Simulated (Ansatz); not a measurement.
# AsGeH₅S₂: one species, many methods

The task here is to estimate one member of a computed series from the others.

Computed with Ansatz 0.2.0, Gaussian basis. Level: functionals in def2-TZVPP, the program's frozen cores in correlated methods.

Plan: LDA (SPW92), PBE-D4, revPBE-D4, BLYP-D4, r2SCAN-D4, B97M-V, PBE0-D4, B3LYP-D4, r2SCANh-D4, r2SCAN0-D4, HSE06-D4, BHLYP-D4, CAM-B3LYP-D4, LC-ωPBE, ωB97X-V, ωB97M-V, B2PLYP, PBE-QIDH; CCSD(T)/def2-SVP; CCSD(T)/def2-TZVPP; MP2/def2-QZVPP; extrapolation to the limit; RPA on PBE.

## The geometry

The geometry comes from an earlier relaxation with PBE0-D4 in a triple-zeta def2 set; it is a stationary point, not always the lowest conformer.

SMILES `[GeH3][S]S[AsH2]`, 9 atoms, charge 0, spin multiplicity 1.

Atoms are counted from 1 here; the program's logs count them from 0.

Bond lengths: Ge1–S2 2.232 Å, Ge1–H5 1.536 Å, Ge1–H6 1.537 Å, Ge1–H7 1.534 Å, S2–S3 2.060 Å, S3–As4 2.254 Å, As4–H8 1.525 Å, As4–H9 1.526 Å. Angles: S2–Ge1–H5 108.1°, S2–Ge1–H6 106.6°, S2–Ge1–H7 108.9°, H5–Ge1–H6 111.1°, H5–Ge1–H7 110.5°, H6–Ge1–H7 111.4°, Ge1–S2–S3 98.8°, S2–S3–As4 101.3°, S3–As4–H8 93.5°, S3–As4–H9 96.2°, H8–As4–H9 91.7°.

The first run:

File in.yaml:

```yaml
crystal:
  periodic: [false, false, false]
  atoms:
    - {symbol: Ge, position_ang: [-0.532815, 1.348551, -1.312121]}
    - {symbol: S, position_ang: [0.646223, 1.489780, 0.578344]}
    - {symbol: S, position_ang: [1.485888, -0.390769, 0.567227]}
    - {symbol: As, position_ang: [-0.120483, -1.599438, 1.585950]}
    - {symbol: H, position_ang: [-1.527719, 0.186994, -1.168811]}
    - {symbol: H, position_ang: [-1.266785, 2.689540, -1.472640]}
    - {symbol: H, position_ang: [0.428132, 1.093303, -2.480400]}
    - {symbol: H, position_ang: [0.268830, -2.890470, 0.872888]}
    - {symbol: H, position_ang: [0.707230, -1.973692, 2.812464]}
basis:
  gaussian: {orbitals: def2-TZVPP}
hamiltonian: {xc: lda}
output: {orbitals: {seedname: orbitals}}
```

Among the steps run: LDA; PBE-D4 (GGA); revPBE-D4 (GGA); BLYP-D4 (GGA); r2SCAN-D4 (meta-GGA); B97M-V (meta-GGA); PBE0-D4 (hybrid); B3LYP-D4 (hybrid); r2SCANh-D4 (hybrid); r2SCAN0-D4 (hybrid); HSE06-D4 (hybrid); BHLYP-D4 (hybrid); CAM-B3LYP-D4 (range-separated); LC-ωPBE (range-separated); ωB97X-V (range-separated); ωB97M-V (range-separated); B2PLYP (double hybrid); PBE-QIDH (double hybrid).

One table of the session follows, with a row left open; its other results are not shown here.

It belongs to the step «Orbital energies across the functionals». 

```
  functional  HOMO (eV)  gap (eV)
 LDA (SPW92)      -5.95      3.73
      PBE-D4      -5.84      3.84
   revPBE-D4          ?         ?
     BLYP-D4      -5.67      3.82
   r2SCAN-D4      -6.09      4.27
      B97M-V      -6.20      4.46
     PBE0-D4      -6.98      5.92
    B3LYP-D4      -6.75      5.47
  r2SCANh-D4      -6.51      5.03
  r2SCAN0-D4      -7.14      6.17
    HSE06-D4      -6.59      5.15
    BHLYP-D4      -7.98      7.93
CAM-B3LYP-D4      -8.22      8.27
     LC-ωPBE      -9.55     10.76
     ωB97X-V      -9.22     10.31
     ωB97M-V      -9.05      9.98
```

**Question.** Estimate the row for revPBE-D4.

**Answer.** HOMO (eV): -5.80; gap (eV): 3.89. In the column «HOMO (eV)» it lies between PBE-D4 (-5.84) and BLYP-D4 (-5.67).
